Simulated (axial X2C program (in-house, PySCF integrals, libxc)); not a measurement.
**A two-component session on MoN: properties at the nuclei**

Wanted for MoN: properties at the nuclei, at the two-component level.

Computed with an in-house X2C program for linear molecules on PySCF integrals. Level: two-component X2C with atomic mean-field terms, Mo dyall-acv3z, N dyall-av3z.

All values are calculated.

**1. The job**

Contents of task.json:

```json
{"zs": [42, 7], "q": 0, "bas": ["dyall-acv3z", "dyall-av3z"], "r0": 1.81, "levels": ["PBE0", "HF", "B3LYP"], "nst": 1, "ff": 1, "thr": -3.5, "nmax": 130, "opt": {"ecut": 60}}
```

Keys: zs atomic numbers; q charge; bas basis sets; r0 starting distance in Å; levels methods (HF also brings MP2); nst determinants followed; ff finite-field run; thr threshold in hartree for freezing inner shells (an s shell follows its p shell); nmax most natural virtual spinors; ecut virtual cutoff in hartree.

On the command line:

```sh
$ python soeom.py task.json out
```

Nuclei are Gaussian, cores are contracted, and the Gaunt term is on.

**2. Expectation values, lowest determinant**

R = 1.612 Å. State: Ω = 3/2 (excess of +ω over −ω: ω = 1/2, ω = -3/2, ω = 5/2).

Output of the PBE0 run:

```text
two-component X2C + atomic mean field  PBE0
basis functions 220  fitting functions 1022  grid points 5074
iter        total energy     max residual
   1      -4101.246773107     1.42e-05
   2      -4101.246773107     3.30e-05
   3      -4101.246773119     9.27e-06
   4      -4101.246773122     2.71e-06
   5      -4101.246773123     1.01e-06
converged
one-electron -5845.80305368  Coulomb 1781.18352457  exact exchange -32.25381784  xc functional -98.98455926  nuclear repulsion 96.51246899  atomic mean-field constant -1.90133591
```

The highest occupied spinor is 55% Mo s, 21% N p, 11% Mo p.

| level | Eeff magnitude (GV/cm) | Ws magnitude Mo (kHz) | A∥/gI Mo (MHz) | qzz Mo (a.u.) | A∥/gI N (MHz) | qzz N (a.u.) | μ (D) |
| --- | --- | --- | --- | --- | --- | --- | --- |
| PBE0 | 3.25 | 1.04 | 1280 | -0.10 | 12.1 | -0.53 | -3.16 |
| HF | 6.44 | 2.04 | 634 | -0.09 | -33.9 | -0.63 | -2.44 |
| B3LYP | 3.13 | 0.996 | 1350 | -0.24 | 13.3 | -0.53 | -3.18 |

Eeff is the effective electric field on the electron dipole moment in this Ω state and Ws the scalar–pseudoscalar constant (defined with the proton number Z and per Ω); A∥ is the parallel hyperfine constant, which follows by multiplying with the nuclear g factor gI = μI/(I μN); qzz is the electric field gradient, eQq0 = 234.96 MHz × Q/barn × qzz; μ is positive if N is the positive end. The operators were transformed with the bare-nucleus X2C matrices.

**3. Finite-field coupled cluster**

Output:

```text
two-component X2C + atomic mean field  HF
basis functions 220  fitting functions 1022  grid points 5074
iter        total energy     max residual
   1      -4099.023667374     2.72e-01
   2      -4099.049618927     1.26e-02
   3      -4099.050507314     2.15e-02
   4      -4099.056386614     6.39e-03
   5      -4099.058767220     6.47e-03
   6      -4099.061127198     5.06e-03
   7      -4099.065850223     3.89e-03
   8      -4099.068443157     1.47e-03
   9      -4099.068405924     1.72e-03
  10      -4099.068585573     4.76e-04
  11      -4099.068593326     5.64e-04
  12      -4099.068615681     3.20e-04
  13      -4099.068627521     1.92e-04
  14      -4099.068633310     5.03e-05
  15      -4099.068633703     2.25e-05
  16      -4099.068633724     1.18e-05
  17      -4099.068633730     3.22e-06
  18      -4099.068633730     2.40e-06
  19      -4099.068633731     1.71e-06
converged
one-electron -5844.79455399  Coulomb 1780.30910570  exact exchange -129.19431851  xc functional 0.00000000  nuclear repulsion 96.51246899  atomic mean-field constant -1.90133591
correlated 19  virtual 353  natural virtual 130  E(MP2) -0.662231854  MP2 remainder -0.020016452
iter   CCSD correlation   residual
   1     -0.593125968   2.58e-01
   2     -0.621513846   1.44e-01
   3     -0.635596252   6.33e-02
   4     -0.642119179   3.69e-02
   5     -0.644824757   1.63e-02
   6     -0.645204327   5.75e-03
   7     -0.645313075   2.25e-03
   8     -0.645364160   8.29e-04
   9     -0.645336477   3.77e-04
  10     -0.645352999   1.75e-04
  11     -0.645346461   6.67e-05
  12     -0.645348446   2.88e-05
  13     -0.645347586   1.69e-05
  14     -0.645346696   1.01e-05
  15     -0.645346179   5.94e-06
  16     -0.645345902   2.74e-06
  17     -0.645345787   1.20e-06
  18     -0.645345820   6.06e-07
  19     -0.645345811   3.19e-07
(T) -0.035937889  T1 0.0845  D1 0.1778  max T2 0.070
```

T1 in the output is the amplitude norm over the root of the electron number; divide by √2 for the Lee–Taylor value.

19 electrons correlated in 130 natural virtual spinors, MP2 remainder added; T1 = 0.060.

| level | Eeff magnitude (GV/cm) | Ws magnitude Mo (kHz) | A∥/gI Mo (MHz) | qzz Mo (a.u.) | A∥/gI N (MHz) | μ (D) |
| --- | --- | --- | --- | --- | --- | --- |
| HF | 6.44 | 2.04 | 634 | -0.09 | -33.9 | -2.44 |
| MP2 | 2.2 | 0.727 | 1510 | 1.07 | 48.2 | -4.62 |
| CCSD | 3.67 | 1.17 | 1190 | -0.01 | 10.2 | -3.20 |
| CCSD(T) | 3.31 | 1.05 | 1230 | -0.06 | 12.2 | -3.26 |

**4. Results**

| quantity | value |
| --- | --- |
| lowest determinant | Ω = 3/2 (excess of +ω over −ω: ω = 1/2, ω = -3/2, ω = 5/2) |
| Eeff magnitude (GV/cm), PBE0 | 3.25 |
| Ws magnitude Mo (kHz), PBE0 | 1.04 |
| A∥/gI Mo (MHz), PBE0 | 1280 |
| qzz Mo (a.u.), PBE0 | -0.10 |
| Eeff magnitude (GV/cm), CCSD(T) | 3.31 |
| Ws magnitude Mo (kHz), CCSD(T) | 1.05 |
| A∥/gI Mo (MHz), CCSD(T) | 1230 |
| qzz Mo (a.u.), CCSD(T) | -0.06 |

What this shows: In the first state, the effective field runs from 3.13 to 6.44 GV/cm over the mean-field levels, so the levels don't agree on it. The expectation values come from single determinants, which for open shells can mix terms of unlike spin or miss the lowest Ω, so a determinant need not be a state. Eeff is the effective electric field on the electron dipole moment in this Ω state and Ws the scalar–pseudoscalar constant (defined with the proton number Z and per Ω); A∥ is the parallel hyperfine constant, which follows by multiplying with the nuclear g factor gI = μI/(I μN); qzz is the electric field gradient, eQq0 = 234.96 MHz × Q/barn × qzz; μ is positive if N is the positive end. The operators were transformed with the bare-nucleus X2C matrices. Correlation of the inner shells is missing, which matters for properties at the nucleus.
